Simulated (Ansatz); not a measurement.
# GePPd3: the cost of one run

Method: DFT PBE, scalar-relativistic, plane waves, PAW, in Ansatz 0.2.0.

### Step 1. Starting point

The structure is cubic, space group Pm-3m (No. 221). The conventional cell has a = 4.192 Å, b = 4.192 Å, c = 4.192 Å, α = 90.00°, β = 90.00°, γ = 90.00°. Ge (site symmetry m-3m) has 6 Pd at 2.10 Å in its first shell of neighbours. P (site symmetry m-3m) is surrounded by 12 Pd at 2.96 Å. Pd (site symmetry 4/mmm) is surrounded by 2 Ge at 2.10 Å and 4 P at 2.96 Å and 8 Pd at 2.96 Å.

Coordinates:

```
CELL_PARAMETERS angstrom
4.19208 0.00000 0.00000
0.00000 4.19208 0.00000
0.00000 0.00000 4.19208
ATOMIC_POSITIONS crystal
Ge 0.50000 0.50000 0.50000
P 0.00000 0.00000 0.00000
Pd 0.00000 0.50000 0.50000
Pd 0.50000 0.00000 0.50000
Pd 0.50000 0.50000 0.00000
```

(A quick probe on a coarse mesh, which set the mesh and smearing, is not shown.)

### Step 3. Coarse relaxation

input.yaml

```yaml
crystal:
  lattice:
    - [4.1920817274, 0.0, 0.0]
    - [0.0, 4.1920817274, 0.0]
    - [0.0, 0.0, 4.1920817274]
  atoms:
    - { symbol: Ge, position: [0.5, 0.5, 0.5] }
    - { symbol: P, position: [0.0, 0.0, 0.0] }
    - { symbol: Pd, position: [0.0, 0.5, 0.5] }
    - { symbol: Pd, position: [0.5, 0.0, 0.5] }
    - { symbol: Pd, position: [0.5, 0.5, 0.0] }
basis:
  ecutwfc: 420
kpoints:
  mp_grid: { grid: [4, 4, 4] }
hamiltonian:
  xc: pbe
scf:
  occupations: { method: gaussian, width: 0.1 }
  lower_state_search: "off"
output:
  forces: true
  stress: true
  eigenvalues: true
relax:
  adjacent_minimum: "off"
  f_tol: 0.04
  max_steps: 70
  cell: { stress_tol: 0.4 }
```

Command:

```bash
$ ansatz run input.yaml --threads 1 --pin off --max-ram 2560MiB --backend cpu --events-out ev --progress --plain --runs-dir out
```

Q: Estimate wall time and peak memory on 1 thread of Arm Neoverse V1, shared host.

About 20 s, with a peak of 0.37 GiB.
